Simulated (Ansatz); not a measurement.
# ZnPt3: a line through an energy map

One line of a two-coordinate grid on ZnPt₃ (Pm-3m, No. 221; 4 atoms in the cell): volume per atom is varied, at c/a of the conventional cell = 1.000.

Computed with Ansatz 0.2.0 (DFT PBEsol, scalar-relativistic, plane waves, PAW, unless a step's input says otherwise).

16 further runs of the same task are left out: 16 set aside as unsound or not needed.

**1. The system as given**

The structure is cubic, space group Pm-3m (No. 221). Conventional cell: a = 3.875 Å, b = 3.875 Å, c = 3.875 Å, α = 90.00°, β = 90.00°, γ = 90.00°. Zn (site symmetry m-3m) is surrounded by 12 Pt at 2.74 Å. Pt (site symmetry 4/mmm) has 4 Zn at 2.74 Å and 8 Pt at 2.74 Å as nearest neighbours.

Coordinates:

```cif
data_structure
_symmetry_space_group_name_H-M 'Pm-3m'
_symmetry_Int_Tables_number 221
_cell_length_a 3.8746
_cell_length_b 3.8746
_cell_length_c 3.8746
_cell_angle_alpha 90.000
_cell_angle_beta 90.000
_cell_angle_gamma 90.000
_cell_volume 58.17
loop_
_atom_site_label
_atom_site_type_symbol
_atom_site_symmetry_multiplicity
_atom_site_Wyckoff_symbol
_atom_site_fract_x
_atom_site_fract_y
_atom_site_fract_z
_atom_site_occupancy
Zn1 Zn 1 a 0.00000 0.00000 0.00000 1
Pt1 Pt 3 c 0.00000 0.50000 0.50000 1
```

This cell was relaxed beforehand with the same method: volume 14.54 Å³/atom, gap on the mesh none (metal).

**2. Plan of the line**

The energy is mapped over volume and the cell's shape.

- volume per atom: 7 values from 13.379 to 15.705 Å³
- c/a of the conventional cell: 7 values from 0.923 to 1.083

Nothing else is relaxed (symmetry fixes all fractional coordinates). Energies count from the relaxed crystal. Points are written as (first, second).

**3. Grid point (13.767 Å³, 1.000)**

File input.yaml:

```yaml
crystal:
  lattice:
    - [3.8045190927, 0.0, 0.0]
    - [0.0, 3.8045190927, 0.0]
    - [0.0, 0.0, 3.8045190927]
  atoms:
    - { symbol: Zn, position: [0.0, 0.0, 0.0] }
    - { symbol: Pt, position: [0.0, 0.5, 0.5] }
    - { symbol: Pt, position: [0.5, 0.0, 0.5] }
    - { symbol: Pt, position: [0.5, 0.5, 0.0] }
basis:
  ecutwfc: 520.0
kpoints:
  mp_grid: { grid: [12, 12, 12] }
hamiltonian:
  xc: pbesol
scf:
  occupations: { method: gaussian, width: 0.15 }
output:
  forces: true
  stress: true
  eigenvalues: true
```

On the command line:

```sh
ansatz run input.yaml --threads 2 --pin off --max-ram 4096MiB --backend cpu --events-out ev --progress --plain --runs-dir out
```

The session goes on with these runs: the other points of the line.

What does the calculation give? Wanted: for each run, volume per atom; energy; slope; pressure.

The runs gave:

```
volume per atom (Å³)  step  energy (meV/atom)  slope (meV/atom per Å³)  pressure (GPa)
              13.379     –                 85                     −160            25.6
              13.767     3                 36                      −97            15.6
              14.154     4                  9                      −45             7.2
              14.542     –                  0                        0             0.1
              14.930     5                  7                       37            −6.0
              15.318     6                 28                       69           −11.1
              15.705     7                 60                       96           −15.3
```

Energies count from the relaxed crystal. Rows without a step come from runs not printed here or follow by symmetry. Slopes come from the forces (and the stress, where the cell changes), not from differences of energies.

**Reading.** Along the line the energy is lowest at 14.542 Å³, 0 meV/atom from the zero. A fit to energies and slopes at the lowest point and its two neighbours puts the minimum at 14.5459 Å³, with a curvature of about 110 meV/atom per (Å³)². V·d²E/dV² there is about 250 GPa, a bulk modulus under this line's constraint. The well is lopsided: two grid steps out, the energy rises by 36 meV/atom towards smaller values and 28 meV/atom towards larger ones. The highest point computed, at 13.379 Å³, lies 85 meV/atom above the lowest. This is one cut through a surface in two coordinates; it holds the lowest point sampled, which need not be a minimum. The runs treat Pt without spin-orbit coupling.
